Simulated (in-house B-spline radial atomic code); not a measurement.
# Ta⁸⁺: excited configurations

Wanted: excitation energies of Ta⁸⁺ as differences of total energies (ΔSCF).

Program: in-house B-spline radial atomic code version 1. Level of theory: Dirac-Hartree-Fock, average of configuration, Fermi nucleus, basis-set limit. These are calculated values, not measurements, unless marked.

### Step 1. What is computed

* element: tantalum (Z = 73)
* charge: +8
* electrons: 65
* configuration: [Kr] 4d10 4f13 5s2 5p4
* Hamiltonian: Dirac-Coulomb
* nucleus: Fermi, rms radius 5.351 fm

The outer shells:

[Kr] 4d10 4f13 5s2 5p4
```
[Kr] core
4d [↑↓][↑↓][↑↓][↑↓][↑↓]
4f [↑↓][↑↓][↑↓][↑↓][↑↓][↑↓][↑ ]
5s [↑↓]
5p [↑↓][↑ ][↑ ]
```

The boxes draw the filling by Hund's rule, which heavy ions in jj coupling don't follow; these runs average over all states of the configuration.

The run's settings:

```ini
Z = 73
electrons = 65.0
configuration = [Kr] 4d10 4f13 5s2 5p4
hamiltonian = dirac
method = hf
spin_polarised = False
nucleus = fermi
rms_radius = 5.3507
mass_number = 181
atomic_mass = 180.947998528
speed_of_light = 137.035999084
```

This reference run was done before. Its total energy is -15599.011803 hartree, and its levels are (the highest eight at most):

| orbital | occupation | energy (eV) | <r> (bohr) |
| --- | --- | --- | --- |
| 4p3/2 | 4 | -556.36 | 0.4957 |
| 4d3/2 | 4 | -389.54 | 0.5137 |
| 4d5/2 | 6 | -377.35 | 0.5246 |
| 5s1/2 | 2 | -200.25 | 1.051 |
| 4f5/2 | 5.57143 | -168.31 | 0.5891 |
| 5p1/2 | 1.33333 | -167.55 | 1.125 |
| 4f7/2 | 7.42857 | -166.10 | 0.5965 |
| 5p3/2 | 2.66667 | -156.26 | 1.193 |

### Step 2. Run with [Kr] 4d10 4f13 5s2 5p3 6g1

Settings: those of step 1 with these lines changed.

```diff
@@ -2,3 +2,3 @@
 electrons = 65.0
-configuration = [Kr] 4d10 4f13 5s2 5p4
+configuration = [Kr] 4d10 4f13 5s2 5p3 6g1
 hamiltonian = dirac
```

Results of the run (chosen fields of its result record, rounded):

```text
status: converged
scf [iteration, energy, orbital gradient]:
  - [1, -15543.7108894, 1.12]
  - [2, -15568.4305268, 1.46]
  - [3, -15593.2766117, 0.253]
  - [4, -15594.2346482, 0.0988]
  - [5, -15594.2920516, 0.0178]
  - [6, -15594.2951176, 0.0125]
  - [7, -15594.2969985, 0.000624]
  - [8, -15594.2970013, 0.000211]
  - [9, -15594.2970018, 6.17e-06]
  - [10, -15594.2970018, 8.5e-08]
energy [hartree]: {"total": -15594.2970018, "kinetic": 17496.5746968, "nuclear": -38558.19201, "coulomb": 5771.5475053, "exact_exchange": -304.227193969}
breit [hartree]: {"gaunt": 18.31541, "retardation": -1.938104, "frequency_dependence": -0.3106599}
qed [hartree]: {"self_energy": 13.29489, "uehling": -2.457694, "wichmann_kroll": 0.09560641}
recoil [hartree]: 0.02934093
total_with_corrections [hartree]: -15567.2682178
orbitals [hartree, bohr; first row names the columns]:
  - ["name", "occ", "eps", "<r>"]
  - ["1s1/2", 2.0, -2498.4826, 0.018662]
  - ["2s1/2", 2.0, -438.64598, 0.078286]
  - ["2p1/2", 2.0, -418.51807, 0.06495]
  - ["2p3/2", 4.0, -371.73839, 0.072749]
  - ["3s1/2", 2.0, -106.81332, 0.20379]
  - ["3p1/2", 2.0, -97.899781, 0.19409]
  - ["3p3/2", 4.0, -87.667998, 0.20845]
  - ["3d3/2", 4.0, -72.83979, 0.18296]
  - ["3d5/2", 6.0, -70.6345, 0.18741]
  - ["4s1/2", 2.0, -27.111444, 0.45818]
  - ["4p1/2", 2.0, -23.382727, 0.46491]
  - ["4p3/2", 4.0, -20.993018, 0.49563]
  - ["4d3/2", 4.0, -14.86639, 0.51312]
  - ["4d5/2", 6.0, -14.418239, 0.52402]
  - ["4f5/2", 5.5714, -6.7297906, 0.58487]
  - ["4f7/2", 7.4286, -6.6487672, 0.59209]
  - ["5s1/2", 2.0, -7.7699615, 1.0402]
  - ["5p1/2", 1.0, -6.6051529, 1.1092]
  - ["5p3/2", 2.0, -6.1781071, 1.1745]
  - ["6g7/2", 0.44444, -1.1433073, 4.7436]
  - ["6g9/2", 0.55556, -1.1435401, 4.7421]
sum_r [bohr^k]: {"-1": 528.2215, "1": 31.06436, "2": 43.88127}
energy_minus_base [hartree]: 4.71480131
energy_minus_base_with_corrections [hartree]: 4.70843291
```

It took 1.8 s on 1 thread, shared host.

energy_minus_base is the energy less that of the reference run.

### Step 3. Run with [Kr] 4d10 4f13 5s2 5p3 8g1

Settings: those of step 2 with these lines changed.

```diff
@@ -2,3 +2,3 @@
 electrons = 65.0
-configuration = [Kr] 4d10 4f13 5s2 5p3 6g1
+configuration = [Kr] 4d10 4f13 5s2 5p3 8g1
 hamiltonian = dirac
```

From the record:

```text
status: converged
scf [iteration, energy, orbital gradient]:
  - [1, -15543.1683765, 1.12]
  - [2, -15568.1246422, 1.46]
  - [3, -15592.7773928, 0.254]
  - [4, -15593.7346714, 0.0998]
  - [5, -15593.7917659, 0.0182]
  - [6, -15593.7948921, 0.0127]
  - [7, -15593.7968327, 0.000629]
  - [8, -15593.7968355, 0.000212]
  - [9, -15593.7968361, 6.56e-06]
  - [10, -15593.7968361, 1.1e-07]
energy [hartree]: {"total": -15593.7968361, "kinetic": 17496.0766533, "nuclear": -38549.9241466, "coulomb": 5764.27620841, "exact_exchange": -304.225551197}
breit [hartree]: {"gaunt": 18.31543, "retardation": -1.938108, "frequency_dependence": -0.3106605}
qed [hartree]: {"self_energy": 13.29489, "uehling": -2.457695, "wichmann_kroll": 0.09560645}
recoil [hartree]: 0.02933956
total_with_corrections [hartree]: -15566.7680249
orbitals [hartree, bohr; first row names the columns]:
  - ["name", "occ", "eps", "<r>"]
  - ["1s1/2", 2.0, -2498.5959, 0.018662]
  - ["2s1/2", 2.0, -438.75938, 0.078286]
  - ["2p1/2", 2.0, -418.63145, 0.06495]
  - ["2p3/2", 4.0, -371.85178, 0.072749]
  - ["3s1/2", 2.0, -106.92681, 0.20379]
  - ["3p1/2", 2.0, -98.013263, 0.19409]
  - ["3p3/2", 4.0, -87.781494, 0.20845]
  - ["3d3/2", 4.0, -72.953259, 0.18296]
  - ["3d5/2", 6.0, -70.747974, 0.18741]
  - ["4s1/2", 2.0, -27.225213, 0.45818]
  - ["4p1/2", 2.0, -23.496491, 0.46491]
  - ["4p3/2", 4.0, -21.106819, 0.49563]
  - ["4d3/2", 4.0, -14.980183, 0.51313]
  - ["4d5/2", 6.0, -14.532044, 0.52402]
  - ["4f5/2", 5.5714, -6.8435429, 0.58484]
  - ["4f7/2", 7.4286, -6.7625214, 0.59205]
  - ["5s1/2", 2.0, -7.8835462, 1.04]
  - ["5p1/2", 1.0, -6.718393, 1.1089]
  - ["5p3/2", 2.0, -6.291009, 1.174]
  - ["8g7/2", 0.44444, -0.64318609, 9.339]
  - ["8g9/2", 0.55556, -0.64329224, 9.3372]
sum_r [bohr^k]: {"-1": 528.1083, "1": 35.65732, "2": 117.2831}
energy_minus_base [hartree]: 5.21496704
energy_minus_base_with_corrections [hartree]: 5.20862574
```

Run time: 1.9 s. Hardware: 1 thread, shared host.

### Step 4. Configuration [Kr] 4d10 4f13 5s2 5p3 5d1

Settings: those of step 3 with these lines changed.

```diff
@@ -2,3 +2,3 @@
 electrons = 65.0
-configuration = [Kr] 4d10 4f13 5s2 5p3 8g1
+configuration = [Kr] 4d10 4f13 5s2 5p3 5d1
 hamiltonian = dirac
```

From the record:

```text
status: converged
scf [iteration, energy, orbital gradient]:
  - [1, -15547.7463755, 1.11]
  - [2, -15569.5589742, 1.47]
  - [3, -15596.2011988, 0.243]
  - [4, -15597.1429605, 0.0942]
  - [5, -15597.2053074, 0.0127]
  - [6, -15597.2076287, 0.0095]
  - [7, -15597.2087631, 0.000594]
  - [8, -15597.2087667, 0.000246]
  - [9, -15597.2087675, 4.89e-06]
  - [10, -15597.2087675, 2.57e-07]
energy [hartree]: {"total": -15597.2087675, "kinetic": 17499.4124422, "nuclear": -38592.4407229, "coulomb": 5800.27441034, "exact_exchange": -304.454897141}
breit [hartree]: {"gaunt": 18.31678, "retardation": -1.938369, "frequency_dependence": -0.3106297}
qed [hartree]: {"self_energy": 13.29442, "uehling": -2.457615, "wichmann_kroll": 0.09560339}
recoil [hartree]: 0.0293435
total_with_corrections [hartree]: -15570.1792389
orbitals [hartree, bohr; first row names the columns]:
  - ["name", "occ", "eps", "<r>"]
  - ["1s1/2", 2.0, -2498.0097, 0.018662]
  - ["2s1/2", 2.0, -438.17452, 0.078287]
  - ["2p1/2", 2.0, -418.04581, 0.06495]
  - ["2p3/2", 4.0, -371.2668, 0.07275]
  - ["3s1/2", 2.0, -106.35664, 0.2038]
  - ["3p1/2", 2.0, -97.442294, 0.1941]
  - ["3p3/2", 4.0, -87.211631, 0.20846]
  - ["3d3/2", 4.0, -72.381715, 0.18297]
  - ["3d5/2", 6.0, -70.176785, 0.18741]
  - ["4s1/2", 2.0, -26.665512, 0.45824]
  - ["4p1/2", 2.0, -22.937731, 0.46496]
  - ["4p3/2", 4.0, -20.548452, 0.49572]
  - ["4d3/2", 4.0, -14.424487, 0.51332]
  - ["4d5/2", 6.0, -13.976593, 0.52425]
  - ["4f5/2", 5.5714, -6.2897578, 0.58752]
  - ["4f7/2", 7.4286, -6.2089324, 0.59488]
  - ["5s1/2", 2.0, -7.3810734, 1.0481]
  - ["5p1/2", 1.0, -6.2361295, 1.1209]
  - ["5p3/2", 2.0, -5.8207014, 1.1884]
  - ["5d3/2", 0.4, -4.0987706, 1.4193]
  - ["5d5/2", 0.6, -4.044321, 1.442]
sum_r [bohr^k]: {"-1": 528.6907, "1": 27.84809, "2": 20.90207}
energy_minus_base [hartree]: 1.80303565
energy_minus_base_with_corrections [hartree]: 1.79741178
```

Run time: 1.7 s. Hardware: 1 thread, shared host.

Radial density 4πr²n(r) and radial functions P(r) = rR(r):

| r (bohr) | 4πr²n | 4f7/2 | 5p3/2 | 5d5/2 |
| --- | --- | --- | --- | --- |
| 0.00180 | 17.77 | 0.0000 | 0.0033 | 0.0000 |
| 0.00273 | 31.41 | 0.0000 | 0.0071 | 0.0001 |
| 0.00414 | 51.75 | 0.0000 | 0.0149 | 0.0002 |
| 0.00629 | 76.90 | 0.0000 | 0.0309 | 0.0008 |
| 0.00956 | 98.00 | 0.0001 | 0.0611 | 0.0024 |
| 0.0145 | 102.2 | 0.0003 | 0.1129 | 0.0074 |
| 0.0221 | 92.13 | 0.0013 | 0.1885 | 0.0215 |
| 0.0335 | 100.3 | 0.0057 | 0.2606 | 0.0564 |
| 0.0509 | 130.3 | 0.0225 | 0.2512 | 0.1297 |
| 0.0773 | 118.3 | 0.0793 | 0.0518 | 0.2416 |
| 0.117 | 105.6 | 0.2343 | -0.2840 | 0.3154 |
| 0.178 | 117.9 | 0.5621 | -0.3407 | 0.1737 |
| 0.271 | 64.74 | 1.0189 | 0.2100 | -0.2384 |
| 0.411 | 72.85 | 1.3098 | 0.5749 | -0.4772 |
| 0.624 | 44.73 | 1.1535 | -0.1372 | -0.0465 |
| 0.948 | 15.35 | 0.6734 | -1.0219 | 0.7165 |
| 1.44 | 4.763 | 0.2340 | -0.8647 | 0.9419 |
| 2.19 | 0.4137 | 0.0369 | -0.2402 | 0.4655 |
| 3.32 | 0.005773 | 0.0017 | -0.0168 | 0.0727 |
| 5.05 | 3.863e-06 | 0.0000 | -0.0001 | 0.0020 |

On the record's full grid the radial density has clear maxima near r = 0.012, 0.063, 0.14, 0.41 bohr.

X-ray form factor of the spherical density:

| sinθ/λ (1/Å) | f (electrons) |
| --- | --- |
| 0 | 65.000 |
| 0.1 | 63.506 |
| 0.2 | 59.515 |
| 0.3 | 54.150 |
| 0.4 | 48.482 |
| 0.6 | 38.413 |
| 0.8 | 30.692 |
| 1 | 24.999 |
| 1.4 | 18.255 |
| 1.8 | 14.920 |
| 2.5 | 10.851 |
| 4 | 5.685 |
| 6 | 3.815 |

### Step 5. [Kr] 4d10 4f12 5s2 5p4 9s1

Settings: those of step 4 with these lines changed.

```diff
@@ -2,3 +2,3 @@
 electrons = 65.0
-configuration = [Kr] 4d10 4f13 5s2 5p3 5d1
+configuration = [Kr] 4d10 4f12 5s2 5p4 9s1
 hamiltonian = dirac
```

From the record:

```text
status: converged
scf [iteration, energy, orbital gradient]:
  - [1, -15542.9318128, 1.06]
  - [2, -15570.6161447, 1.44]
  - [3, -15592.9422131, 0.263]
  - [4, -15593.9645825, 0.0976]
  - [5, -15594.0233081, 0.0238]
  - [6, -15594.0290887, 0.0146]
  - [7, -15594.0314478, 0.000686]
  - [8, -15594.0314509, 0.000198]
  - [9, -15594.0314513, 6.9e-06]
  - [10, -15594.0314513, 1.73e-07]
energy [hartree]: {"total": -15594.0314513, "kinetic": 17497.4282979, "nuclear": -38532.0404498, "coulomb": 5743.62488326, "exact_exchange": -303.044182691}
breit [hartree]: {"gaunt": 18.32897, "retardation": -1.940291, "frequency_dependence": -0.3110735}
qed [hartree]: {"self_energy": 13.29705, "uehling": -2.457921, "wichmann_kroll": 0.09561566}
recoil [hartree]: 0.02935744
total_with_corrections [hartree]: -15566.9897378
orbitals [hartree, bohr; first row names the columns]:
  - ["name", "occ", "eps", "<r>"]
  - ["1s1/2", 2.0, -2498.86, 0.018662]
  - ["2s1/2", 2.0, -439.08627, 0.07829]
  - ["2p1/2", 2.0, -418.94726, 0.064954]
  - ["2p3/2", 4.0, -372.17487, 0.072754]
  - ["3s1/2", 2.0, -107.32011, 0.2038]
  - ["3p1/2", 2.0, -98.403127, 0.19409]
  - ["3p3/2", 4.0, -88.173766, 0.20845]
  - ["3d3/2", 4.0, -73.3325, 0.18297]
  - ["3d5/2", 6.0, -71.129024, 0.18741]
  - ["4s1/2", 2.0, -27.566809, 0.45709]
  - ["4p1/2", 2.0, -23.830438, 0.46354]
  - ["4p3/2", 4.0, -21.42492, 0.49394]
  - ["4d3/2", 4.0, -15.268587, 0.51051]
  - ["4d5/2", 6.0, -14.815874, 0.52116]
  - ["4f5/2", 5.1429, -7.1400598, 0.57368]
  - ["4f7/2", 6.8571, -7.0568128, 0.58035]
  - ["5s1/2", 2.0, -8.0557333, 1.0301]
  - ["5p1/2", 1.3333, -6.8167886, 1.0964]
  - ["5p3/2", 2.6667, -6.371644, 1.1607]
  - ["9s1/2", 1.0, -0.95321361, 7.1157]
sum_r [bohr^k]: {"-1": 527.8633, "1": 33.74977, "2": 75.27043}
energy_minus_base [hartree]: 4.98035178
energy_minus_base_with_corrections [hartree]: 4.9869129
```

Wall time 1.6 s (1 thread, shared host).

### Step 6. Configuration [Kr] 4d10 4f12 5s2 5p4 7p1

Settings: those of step 5 with these lines changed.

```diff
@@ -2,3 +2,3 @@
 electrons = 65.0
-configuration = [Kr] 4d10 4f12 5s2 5p4 9s1
+configuration = [Kr] 4d10 4f12 5s2 5p4 7p1
 hamiltonian = dirac
```

From the record:

```text
status: converged
scf [iteration, energy, orbital gradient]:
  - [1, -15543.9248292, 1.06]
  - [2, -15571.4650986, 1.44]
  - [3, -15593.769113, 0.26]
  - [4, -15594.7902962, 0.0977]
  - [5, -15594.84818, 0.0238]
  - [6, -15594.8539297, 0.0147]
  - [7, -15594.8563209, 0.000762]
  - [8, -15594.8563251, 0.000201]
  - [9, -15594.8563255, 5.54e-06]
  - [10, -15594.8563255, 9.67e-08]
energy [hartree]: {"total": -15594.8563255, "kinetic": 17498.2543171, "nuclear": -38542.7338129, "coulomb": 5752.68688018, "exact_exchange": -303.0637099}
breit [hartree]: {"gaunt": 18.32981, "retardation": -1.940443, "frequency_dependence": -0.3111164}
qed [hartree]: {"self_energy": 13.29677, "uehling": -2.457858, "wichmann_kroll": 0.09561337}
recoil [hartree]: 0.02935886
total_with_corrections [hartree]: -15567.8141985
orbitals [hartree, bohr; first row names the columns]:
  - ["name", "occ", "eps", "<r>"]
  - ["1s1/2", 2.0, -2498.7125, 0.018662]
  - ["2s1/2", 2.0, -438.94103, 0.078291]
  - ["2p1/2", 2.0, -418.80195, 0.064954]
  - ["2p3/2", 4.0, -372.02981, 0.072754]
  - ["3s1/2", 2.0, -107.17714, 0.2038]
  - ["3p1/2", 2.0, -98.260531, 0.19409]
  - ["3p3/2", 4.0, -88.031302, 0.20845]
  - ["3d3/2", 4.0, -73.189471, 0.18297]
  - ["3d5/2", 6.0, -70.986044, 0.18741]
  - ["4s1/2", 2.0, -27.425496, 0.45711]
  - ["4p1/2", 2.0, -23.68985, 0.46354]
  - ["4p3/2", 4.0, -21.284479, 0.49395]
  - ["4d3/2", 4.0, -15.127814, 0.51056]
  - ["4d5/2", 6.0, -14.675152, 0.52121]
  - ["4f5/2", 5.1429, -6.9997161, 0.57393]
  - ["4f7/2", 6.8571, -6.9165007, 0.58062]
  - ["5s1/2", 2.0, -7.9210737, 1.0307]
  - ["5p1/2", 1.3333, -6.6839618, 1.0968]
  - ["5p3/2", 2.6667, -6.2397124, 1.1613]
  - ["7p1/2", 0.33333, -1.8154594, 3.672]
  - ["7p3/2", 0.66667, -1.7596188, 3.7912]
sum_r [bohr^k]: {"-1": 528.0098, "1": 30.39258, "2": 34.64102}
energy_minus_base [hartree]: 4.15547761
energy_minus_base_with_corrections [hartree]: 4.1624522
```

Wall time 1.6 s (1 thread, shared host).

### Step 7. Run with [Kr] 4d9 4f13 5s2 5p4 6f1

Settings: those of step 6 with these lines changed.

```diff
@@ -2,3 +2,3 @@
 electrons = 65.0
-configuration = [Kr] 4d10 4f12 5s2 5p4 7p1
+configuration = [Kr] 4d9 4f13 5s2 5p4 6f1
 hamiltonian = dirac
```

From the record:

```text
status: converged
scf [iteration, energy, orbital gradient]:
  - [1, -15530.8100679, 1.19]
  - [2, -15559.053994, 1.55]
  - [3, -15584.3604276, 0.301]
  - [4, -15586.3112023, 0.103]
  - [5, -15586.7944779, 0.0227]
  - [6, -15586.7975634, 0.0162]
  - [7, -15586.8007998, 0.000904]
  - [8, -15586.800806, 0.000157]
  - [9, -15586.8008062, 1.37e-05]
  - [10, -15586.8008062, 2.41e-07]
energy [hartree]: {"total": -15586.8008062, "kinetic": 17489.7875814, "nuclear": -38522.1084014, "coulomb": 5747.54324011, "exact_exchange": -302.023226355}
breit [hartree]: {"gaunt": 18.31005, "retardation": -1.937335, "frequency_dependence": -0.3110944}
qed [hartree]: {"self_energy": 13.29715, "uehling": -2.457991, "wichmann_kroll": 0.09561846}
recoil [hartree]: 0.02936644
total_with_corrections [hartree]: -15559.7750463
orbitals [hartree, bohr; first row names the columns]:
  - ["name", "occ", "eps", "<r>"]
  - ["1s1/2", 2.0, -2499.0001, 0.018662]
  - ["2s1/2", 2.0, -439.17079, 0.078281]
  - ["2p1/2", 2.0, -419.04712, 0.064945]
  - ["2p3/2", 4.0, -372.26443, 0.072743]
  - ["3s1/2", 2.0, -107.25097, 0.20374]
  - ["3p1/2", 2.0, -98.344407, 0.19402]
  - ["3p3/2", 4.0, -88.10607, 0.20837]
  - ["3d3/2", 4.0, -73.283627, 0.1831]
  - ["3d5/2", 6.0, -71.076452, 0.18755]
  - ["4s1/2", 2.0, -27.419285, 0.45695]
  - ["4p1/2", 2.0, -23.668585, 0.46338]
  - ["4p3/2", 4.0, -21.262775, 0.4938]
  - ["4d3/2", 3.6, -15.180812, 0.50987]
  - ["4d5/2", 5.4, -14.728787, 0.52044]
  - ["4f5/2", 5.5714, -6.9890858, 0.57329]
  - ["4f7/2", 7.4286, -6.9054574, 0.57994]
  - ["5s1/2", 2.0, -7.9130074, 1.0301]
  - ["5p1/2", 1.3333, -6.6752249, 1.0965]
  - ["5p3/2", 2.6667, -6.2299028, 1.1611]
  - ["6f5/2", 0.42857, -1.5912387, 3.5943]
  - ["6f7/2", 0.57143, -1.587829, 3.6046]
sum_r [bohr^k]: {"-1": 527.7272, "1": 30.28397, "2": 33.75522}
energy_minus_base [hartree]: 12.2109969
energy_minus_base_with_corrections [hartree]: 12.2016044
```

Run time: 1.6 s. Hardware: 1 thread, shared host.

### Step 8. The excitation energies

| net move | configuration | energy above the reference (eV) | with Breit, QED, recoil (eV) | largest <r> (bohr) |
| --- | --- | --- | --- | --- |
| 5p → 5d | [Kr] 4d10 4f13 5s2 5p3 5d1 | 49.063 | 48.910 | 1.44 |
| 4f → 7p | [Kr] 4d10 4f12 5s2 5p4 7p1 | 113.08 | 113.27 | 3.79 |
| 5p → 6g | [Kr] 4d10 4f13 5s2 5p3 6g1 | 128.30 | 128.12 | 4.74 |
| 4f → 9s | [Kr] 4d10 4f12 5s2 5p4 9s1 | 135.52 | 135.70 | 7.12 |
| 5p → 8g | [Kr] 4d10 4f13 5s2 5p3 8g1 | 141.91 | 141.73 | 9.34 |
| 4d → 6f | [Kr] 4d9 4f13 5s2 5p4 6f1 | 332.28 | 332.02 | 3.60 |

Quantum defects of the promoted electron, δ = n − ζ/√(−2ε) with ζ = 9 and ε its orbital energy in hartree:

| promotion | δ |
| --- | --- |
| 4f → 7p | 2.228 |
| 5p → 6g | 0.049 |
| 4f → 9s | 2.482 |
| 5p → 8g | 0.065 |
| 4d → 6f | 0.952 |

**Reading.** The energies run from 49.063 eV (5p → 5d) to 332.28 eV (4d → 6f). Koopmans' estimate of the ionisation threshold is 156.26 eV; 1 configuration exceeds it by over 2 % and could autoionise. Of those tabulated, the defect is largest for 9s (2.48) and least for 6g (0.05): low angular momentum penetrates the core, high angular momentum stays outside it. Two partly filled shells share a symmetry and can mix in the average, which may lower the energy, for: 4f → 7p; 4d → 6f. These are averages over configurations, without correlation, not spectroscopic levels.
